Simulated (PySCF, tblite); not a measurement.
**C₅H₈FO₂Si radical: geometry, infrared bands and EPR parameters**

Wanted: the infrared bands and EPR parameters of C₅H₈FO₂Si radical (`[CH2][C@H](F)[SiH2]C(=O)C(C)=O`), by calculation.

The runs use tblite 0.8.0 and PySCF 2.14.0, with density-fitted response routines of our own; the level of theory stands in each step. All values are computed, except where a source is named. Atoms count from 0, in the outputs and in this text.

## (1) The starting structure

17 atoms, charge 0, multiplicity 2; geometry from: force field or distance geometry start.

Bonds of the start (Å): C0–C1 1.50, C1–F2 1.38, C1–Si3 1.87, Si3–C4 1.83, C4–O5 1.29, C4–C6 1.47, C6–C7 1.50, C6–O8 1.25, C0–H9 1.11, C0–H10 1.12, C1–H11 1.09, Si3–H12 1.48, Si3–H13 1.48, C7–H14 1.13, C7–H15 1.11, C7–H16 1.12.

## (2) Relaxing the molecule with GFN2-xTB

Job settings and geometry (Å):

```
{"job": {"kind": "relax", "xc": "GFN2-xTB", "basis": "xTB"}, "charge": 0, "multiplicity": 2}
C     -3.455900    -0.328700     0.384000
C     -2.169200    -0.626900    -0.331000
F     -1.948300    -1.985800    -0.263500
Si    -0.796100     0.270000     0.563600
C      0.775000     0.167300    -0.372900
O      0.782600     0.071700    -1.654800
C      2.056800     0.209700     0.340000
C      3.285300     0.128900    -0.519800
O      2.152800     0.295700     1.579300
H     -4.125500     0.366400    -0.172900
H     -3.306000     0.009100     1.441200
H     -2.223300    -0.332200    -1.379200
H     -0.549300    -0.294700     1.906100
H     -1.237300     1.674800     0.669700
H      3.547100     1.171400    -0.861100
H      4.144600    -0.262800     0.062500
H      3.059700    -0.522000    -1.401200
```

Run with:

```console
$ OMP_NUM_THREADS=1 python probes_run.py task.json out
```

The driver reads the jobs from task.json and runs them one after another.

The log of the run:

```text
step      E/eV     max force
  0    -794.71616    5.012
  1    -795.09565    4.244
  2    -795.31012    0.947
  3    -795.36047    0.741
  4    -795.43523    0.652
  5    -795.48930    0.543
  6    -795.52230    0.469
  7    -795.54560    0.470
  8    -795.57803    0.543
  9    -795.61193    0.578
 10    -795.65345    0.749
 11    -795.70257    0.765
 12    -795.73946    0.611
 13    -795.76836    0.711
 14    -795.79235    0.715
 15    -795.81592    0.312
 16    -795.83378    0.270
 17    -795.84354    0.272
 18    -795.85658    0.339
 19    -795.86856    0.290
 20    -795.87972    0.272
 21    -795.88616    0.275
 22    -795.89018    0.211
 23    -795.89489    0.179
 24    -795.90743    0.236
 25    -795.91686    0.276
 26    -795.93496    0.406
 27    -795.95660    0.698
 28    -795.99034    0.938
 29    -796.05942    1.124
 30    -795.92989    3.489
 31    -796.20771    1.219
 32    -796.21833    1.114
 33    -796.38472    1.072
 34    -796.31445    2.410
 35    -796.53245    0.924
 36    -796.59900    0.838
 37    -796.69724    0.684
 38    -796.73600    0.586
 39    -796.79286    0.479
 40    -796.83396    0.573
 41    -796.87494    0.596
 42    -796.91242    0.477
 43    -796.94569    0.437
 44    -796.97403    0.473
 45    -797.00148    0.506
 46    -797.02828    0.416
 47    -797.05519    0.382
 48    -797.07195    0.247
 49    -797.07849    0.219
 50    -797.08224    0.191
 51    -797.08670    0.196
 52    -797.09156    0.212
 53    -797.09592    0.157
 54    -797.09926    0.157
 55    -797.10225    0.134
 56    -797.10532    0.139
 57    -797.10842    0.164
 58    -797.11091    0.129
 59    -797.11251    0.108
 60    -797.11354    0.075
 61    -797.11441    0.069
 62    -797.11517    0.067
 63    -797.11596    0.087
 64    -797.11687    0.067
 65    -797.11785    0.069
 66    -797.11890    0.082
 67    -797.12021    0.135
 68    -797.12209    0.165
 69    -797.12446    0.151
 70    -797.12645    0.109
 71    -797.12757    0.074
 72    -797.12828    0.070
 73    -797.12888    0.092
 74    -797.12945    0.085
 75    -797.12996    0.072
 76    -797.13043    0.062
 77    -797.13094    0.063
 78    -797.13148    0.046
 79    -797.13187    0.034
 80    -797.13214    0.044
 81    -797.13240    0.043
 82    -797.13269    0.044
 83    -797.13297    0.043
 84    -797.13319    0.036
 85    -797.13341    0.044
 86    -797.13373    0.053
 87    -797.13424    0.058
 88    -797.13500    0.062
 89    -797.13593    0.085
 90    -797.13699    0.097
 91    -797.13825    0.097
 92    -797.13968    0.131
 93    -797.14130    0.099
 94    -797.14269    0.161
 95    -797.14414    0.129
 96    -797.14524    0.120
 97    -797.14660    0.078
 98    -797.14755    0.097
 99    -797.14918    0.114
100    -797.15068    0.136
101    -797.15251    0.155
102    -797.15413    0.149
103    -797.15602    0.125
104    -797.15730    0.141
105    -797.15819    0.107
106    -797.15920    0.061
107    -797.16003    0.102
108    -797.16034    0.099
109    -797.16086    0.042
110    -797.16118    0.044
111    -797.16148    0.048
112    -797.16176    0.050
113    -797.16211    0.049
114    -797.16255    0.049
115    -797.16298    0.062
116    -797.16342    0.088
117    -797.16382    0.064
118    -797.16425    0.065
119    -797.16464    0.046
120    -797.16486    0.049
121    -797.16520    0.057
122    -797.16552    0.082
123    -797.16598    0.092
124    -797.16653    0.054
125    -797.16705    0.058
126    -797.16737    0.030
127    -797.16750    0.056
128    -797.16770    0.033
129    -797.16795    0.022
130    -797.16812    0.056
131    -797.16830    0.040
132    -797.16848    0.045
133    -797.16868    0.058
134    -797.16891    0.059
135    -797.16915    0.038
136    -797.16942    0.036
137    -797.16957    0.025
138    -797.16975    0.049
139    -797.16994    0.025
140    -797.17013    0.031
141    -797.17028    0.039
142    -797.17025    0.058
143    -797.17045    0.025
144    -797.17051    0.020
145    -797.17061    0.025
146    -797.17068    0.017
147    -797.17073    0.022
148    -797.17086    0.019
149    -797.17092    0.022
150    -797.17102    0.025
151    -797.17121    0.029
152    -797.17145    0.055
153    -797.17164    0.049
154    -797.17200    0.067
155    -797.17243    0.082
156    -797.17291    0.072
157    -797.17325    0.059
158    -797.17351    0.034
159    -797.17376    0.030
160    -797.17395    0.030
161    -797.17412    0.024
162    -797.17426    0.023
163    -797.17435    0.023
164    -797.17445    0.020
165    -797.17453    0.020
166    -797.17463    0.019
167    -797.17473    0.020
168    -797.17484    0.023
169    -797.17496    0.037
170    -797.17510    0.037
171    -797.17529    0.033
172    -797.17553    0.043
173    -797.17580    0.039
174    -797.17605    0.037
175    -797.17627    0.033
176    -797.17648    0.039
177    -797.17680    0.058
178    -797.17736    0.073
179    -797.17855    0.114
180    -797.18002    0.216
181    -797.18206    0.265
182    -797.18583    0.181
183    -797.19029    0.260
184    -797.19152    0.246
185    -797.19389    0.349
186    -797.19772    0.143
187    -797.19907    0.092
188    -797.20043    0.095
189    -797.20101    0.057
190    -797.20128    0.054
191    -797.20154    0.044
192    -797.20183    0.027
193    -797.20200    0.031
194    -797.20211    0.025
195    -797.20219    0.024
196    -797.20227    0.025
197    -797.20234    0.024
198    -797.20243    0.032
199    -797.20251    0.020
200    -797.20258    0.026
201    -797.20263    0.018
202    -797.20269    0.016
203    -797.20276    0.021
204    -797.20287    0.036
205    -797.20303    0.038
206    -797.20328    0.046
207    -797.20369    0.050
208    -797.20442    0.098
209    -797.20527    0.101
210    -797.20637    0.171
211    -797.20835    0.092
212    -797.20783    0.281
213    -797.21071    0.066
214    -797.21146    0.049
215    -797.21207    0.102
216    -797.21241    0.045
217    -797.21269    0.038
218    -797.21291    0.034
219    -797.21304    0.034
220    -797.21314    0.019
221    -797.21320    0.024
222    -797.21329    0.023
223    -797.21339    0.023
224    -797.21352    0.028
225    -797.21368    0.035
226    -797.21389    0.049
227    -797.21408    0.059
228    -797.21429    0.045
229    -797.21446    0.024
230    -797.21468    0.028
231    -797.21485    0.037
232    -797.21509    0.041
233    -797.21539    0.053
234    -797.21584    0.063
235    -797.21634    0.086
236    -797.21690    0.100
237    -797.21765    0.066
238    -797.21879    0.068
239    -797.21951    0.064
240    -797.22030    0.114
241    -797.22091    0.047
242    -797.22126    0.041
243    -797.22164    0.031
244    -797.22197    0.058
245    -797.22228    0.041
246    -797.22254    0.027
247    -797.22270    0.037
248    -797.22275    0.024
249    -797.22280    0.019
250    -797.22283    0.012
251    -797.22289    0.019
252    -797.22296    0.030
253    -797.22307    0.041
254    -797.22319    0.043
255    -797.22332    0.043
256    -797.22346    0.050
257    -797.22364    0.057
258    -797.22387    0.059
259    -797.22420    0.055
260    -797.22468    0.058
261    -797.22537    0.068
262    -797.22620    0.077
263    -797.22690    0.095
264    -797.22712    0.096
265    -797.22782    0.088
266    -797.22770    0.082
267    -797.22836    0.052
268    -797.22849    0.108
269    -797.22876    0.062
270    -797.22909    0.039
271    -797.22925    0.078
272    -797.22945    0.034
273    -797.22952    0.050
274    -797.22962    0.045
275    -797.22970    0.018
276    -797.22979    0.027
277    -797.22987    0.022
278    -797.22992    0.044
279    -797.22998    0.021
280    -797.23000    0.014
281    -797.23002    0.018
282    -797.23004    0.008
```

Wall time 7.8 s (1 thread of AMD EPYC, shared host); peak memory 0.18 GiB.

Relaxation path: (not every step is listed)

```csv
step,energy from step 0 (eV),largest force (eV/Å)
0,0.0000,5.0124
1,-0.3795,4.2436
2,-0.5940,0.9472
3,-0.6443,0.7409
4,-0.7191,0.6523
5,-0.7731,0.5427
6,-0.8061,0.4692
7,-0.8294,0.4701
8,-0.8619,0.5434
34,-1.5983,2.4097
60,-2.3974,0.0746
86,-2.4176,0.0528
112,-2.4456,0.0496
138,-2.4536,0.0493
164,-2.4583,0.0204
190,-2.4851,0.0536
216,-2.4963,0.0452
242,-2.5051,0.0411
268,-2.5123,0.1083
277,-2.5137,0.0223
278,-2.5138,0.0438
279,-2.5138,0.0209
280,-2.5138,0.0137
281,-2.5139,0.0181
282,-2.5139,0.0081
```

Distances of close pairs at the start and the end, largest changes first:

```csv
bond,before (Å),after (Å),change (Å)
C1–Si3,1.868,3.650,+1.782
Si3–O8,3.119,1.742,-1.377
C0–C1,1.502,1.314,-0.188
C6–O8,1.246,1.350,+0.104
Si3–C4,1.832,1.935,+0.103
C4–O5,1.285,1.230,-0.055
C4–C6,1.467,1.422,-0.045
C0–H10,1.120,1.076,-0.044
```

The next job starts from the end point, and lists it.

## (3) Harmonic vibrations with GFN2-xTB

Job settings and geometry (Å):

```
{"job": {"kind": "ir", "xc": "GFN2-xTB", "basis": "xTB"}, "charge": 0, "multiplicity": 2}
C     -4.030974    -0.302935    -0.546309
C     -2.763629    -0.363253    -0.204470
F     -2.386975    -0.345902     1.097391
Si     0.403796     0.098946     1.549549
C      0.784296    -0.065404    -0.340281
O      0.241929    -0.284042    -1.422898
C      2.136178     0.192902     0.017603
C      3.375643     0.333460    -0.765412
O      2.118696     0.339066     1.359799
H     -4.312324    -0.316103    -1.581818
H     -4.814596    -0.239999     0.188374
H     -1.911771    -0.426775    -0.864677
H      0.225031    -1.096904     2.347293
H     -0.140918     1.348328     2.042447
H      3.617846     1.390304    -0.904230
H      4.210814    -0.127527    -0.238979
H      3.239960    -0.122131    -1.743293
```

The log of the run:

```text
mode    cm-1     km/mol
  1      19.0      3.93
  2      40.1      0.38
  3      45.8      0.21
  4      63.0      9.30
  5      72.2      2.12
  6      83.4      2.27
  7     101.3      6.27
  8     108.5      5.67
  9     237.6     15.67
 10     286.0     12.26
 11     366.3      6.85
 12     383.5     17.49
 13     452.2     17.86
 14     493.0     61.77
 15     525.4      1.13
 16     579.5     79.39
 17     592.4     92.17
 18     644.5    121.23
 19     677.5      2.24
 20     713.3      4.28
 21     748.9    201.77
 22     861.2      9.20
 23     867.9     39.03
 24     914.4     52.58
 25     950.6     11.73
 26     985.5     23.54
 27     999.5     36.50
 28    1100.8     91.57
 29    1255.0      5.71
 30    1283.7    226.57
 31    1342.5     25.04
 32    1358.5      4.02
 33    1375.2     42.34
 34    1432.5      7.17
 35    1447.8      2.22
 36    1665.8    284.02
 37    1705.6    106.53
 38    2382.6    261.05
 39    2389.5    226.24
 40    2954.2      6.49
 41    3007.6      6.70
 42    3045.1      4.89
 43    3087.2     33.75
 44    3125.9      2.73
 45    3172.2      8.79
```

Wall time 2.2 s (1 thread of AMD EPYC, shared host); peak memory 0.18 GiB.

Which atoms move in the most intense modes:

```csv
cm⁻¹,km/mol,atoms
592,92.2,"H13 28 %, O8 22 %, H12 20 %, Si3 16 %"
644,121.2,"O8 29 %, C4 16 %, H13 15 %, H12 14 %"
749,201.8,"H13 36 %, H12 35 %, Si3 10 %"
1284,226.6,"C6 60 %, O8 22 %"
1666,284.0,"C4 66 %, O5 30 %"
1706,106.5,"C1 49 %, C0 44 %"
2383,261.1,H13 96 %
2390,226.2,H12 97 %
```

The optimised geometry no longer has the bonds of the starting formula, so what follows describes that rearranged structure.

## (4) EPR parameters: B3LYP/pcH-1

Same as in step 3 but for these lines:

```diff
@@ -1,2 +1,2 @@
-{"job": {"kind": "ir", "xc": "GFN2-xTB", "basis": "xTB"}, "charge": 0, "multiplicity": 2}
+{"job": {"kind": "epr", "basis": "pcH-1"}, "charge": 0, "multiplicity": 2}
 C     -4.030974    -0.302935    -0.546309
```

Method: UKS B3LYP, pcH-1 on C F H O Si, non-relativistic, mean-field spin-orbit, GIAO.

The log of the run:

```text
UKS, coarse grid
  cycle   1  E = -734.86273197  |g| = 8.10e-01
  cycle   2  E = -733.75402169  |g| = 1.80e+00
  cycle   3  E = -735.05443129  |g| = 3.55e-01
  cycle   4  E = -735.09786716  |g| = 1.53e-01
  cycle   5  E = -735.10530970  |g| = 5.31e-02
  cycle   6  E = -735.10635942  |g| = 1.91e-02
  cycle   7  E = -735.10654009  |g| = 8.12e-03
  cycle   8  E = -735.10658609  |g| = 3.63e-03
  cycle   9  E = -735.10660027  |g| = 1.11e-03
  cycle  10  E = -735.10660161  |g| = 6.02e-04
UKS, final grid
  cycle   1  E = -735.10655963  |g| = 9.67e-04
  cycle   2  E = -735.10655858  |g| = 1.80e-03
  cycle   3  E = -735.10656009  |g| = 1.97e-04
  cycle   4  E = -735.10656010  |g| = 5.00e-05
  cycle   5  E = -735.10656011  |g| = 4.46e-05
  cycle   6  E = -735.10656011  |g| = 1.10e-05
E = -735.10656011 Eh   <S^2> = 0.7583 (exact 0.7500)
g shifts (ppm)      1          2          3
  rmc          -248       -248       -248
  gc            -15         43         50
  oz_so          19       3675       6442
  total        -244       3470       6244
hyperfine (MHz)  atom isotope    a_iso     a_fc   dipolar eigenvalues
    0   13C      -0.05      -0.05     -0.12     -0.10      0.23
    1   13C      -0.63      -0.63     -0.24     -0.21      0.45
    2   19F      -1.95      -1.95     -0.52     -0.35      0.87
    3  29Si      13.51      13.53     -1.74     -0.87      2.62
    4   13C     -23.73     -23.78     -7.60     -0.19      7.79
    5   17O     -24.30     -23.91   -100.84     49.63     51.22
    6   13C      40.40      40.46    -44.20    -42.83     87.03
    7   13C     -17.34     -17.34     -1.27      0.10      1.17
    8   17O     -22.25     -22.23    -74.52     36.47     38.05
    9    1H      -0.01      -0.01     -0.42     -0.40      0.82
   10    1H      -0.04      -0.04     -0.31     -0.29      0.60
   11    1H       0.20       0.20     -2.37     -2.29      4.66
   12    1H      -6.59      -6.60     -2.50     -1.46      3.95
   13    1H      -7.33      -7.34     -2.51     -1.47      3.98
   14    1H      73.85      73.85     -3.24     -2.86      6.10
   15    1H      33.94      33.93     -3.42     -2.47      5.89
   16    1H       8.27       8.27     -3.57     -2.68      6.25
```

It took 4.4 min on 1 thread of AMD EPYC, shared host; peak memory 1.1 GiB.

Principal g values 2.00208, 2.00579, 2.00856; g(iso) = 2.00548, against 2.00232 for a free electron.

Hyperfine couplings, nucleus by nucleus at this fixed geometry (no averaging over rotations):

```csv
nuclei,isotope,a(iso) (MHz),"a(iso) (G, at g = 2.0023)",largest dipolar term (MHz)
H14,1H,73.8,26.4,6.1
C6,13C,40.4,14.4,87.0
H15,1H,33.9,12.1,5.9
O5,17O,-24.3,-8.7,-100.8
C4,13C,-23.7,-8.5,7.8
O8,17O,-22.2,-7.9,-74.5
C7,13C,-17.3,-6.2,-1.3
Si3,29Si,13.5,4.8,2.6
H16,1H,8.3,3.0,6.3
H13,1H,-7.3,-2.6,4.0
H12,1H,-6.6,-2.4,4.0
F2,19F,-2.0,-0.7,0.9
C1,13C,-0.6,-0.2,0.4
H11,1H,0.2,0.1,4.7
```

Mulliken spin populations:

C0 0.00; C1 0.00; F2 0.00; Si3 -0.02; C4 0.04; O5 0.32; C6 0.49; C7 -0.04; O8 0.18; H9 0.00; H10 0.00; H11 0.00; H12 0.00; H13 0.00; H14 0.03; H15 0.02; H16 0.00

Orbitals, density, ELF and potential are computed afterwards from the orbital file.

ELF in a plane through or near 13 of the atoms.

Ten even steps from '0' (0.00) to '9' (1.00):
```
0000000000000000000000000000
0000000000000000000000000000
0000000000000000000000000000
0000000000001210000000000000
0000000001001431000000000000
0000000157531141002200000000
0000000178761700057610000000
0000000057561700283810461000
0000152017714470283601996000
0000599652266960026346998100
0000699785474420172183996000
0000267236454761499551630000
0000014783027383298169930000
0000006997048884052089980000
0000006996047862000089970000
0000001571013310000026600000
0000000000000000000000000000
0000000000000000000000000000
0000000000000000000000000000
0000000000000000000000000000
```
The map spans 14.8 Å across and 9.8 Å up, centred on the molecule. Atoms in the plane (x, y in Å): C0 (4.0, -0.6), C1 (2.8, -0.2), F2 (2.4, 1.1), Si3 (-0.4, 1.6), C4 (-0.8, -0.3), O5 (-0.2, -1.4), C6 (-2.1, 0.0), C7 (-3.4, -0.7), O8 (-2.1, 1.4), H9 (4.3, -1.6), H10 (4.8, 0.1), H11 (1.9, -0.9), H16 (-3.2, -1.7).

On the surface of density 0.002 e/bohr³ the electrostatic potential runs, from the 1st to the 99th percentile, from -1.56 V near O5 to 1.27 V near H12.

The spin density lies nearest to C6 36 %; O5 27 %; O8 18 %; C4 10 %.

## (5) Outcome

| quantity | value |
| --- | --- |
| strongest single infrared mode (GFN2-xTB) | 1666 cm⁻¹, 284 km/mol |
| zero-point energy (GFN2-xTB) | 71.4 kcal/mol |
| g(iso) (B3LYP) | 2.00548 |
| ⟨S²⟩ | 0.758 (exact 0.75) |
| largest a(iso) | 1H on H14, 73.8 MHz |
| surface potential, 1st and 99th percentile | -1.56 V and 1.27 V |

**Reading.** The optimisation took 282 steps and gained 2.514 eV; among the close pairs (by a distance rule), C1–Si3 changed most, from 1.868 to 3.650 Å. No mode is imaginary among the 45: a minimum at this level. The strongest single mode, at 1666 cm⁻¹, moves mainly C4. GFN2-xTB is a fitted tight-binding method: band positions and strengths are rough. Its intensities can rank the bands wrongly. The structure rearranged or came apart on optimisation; the results belong to the end geometry, not to the formula as drawn. C6 carries the largest spin population, 0.49 e. The isotropic g lies 3.2 ppt above the free-electron value.
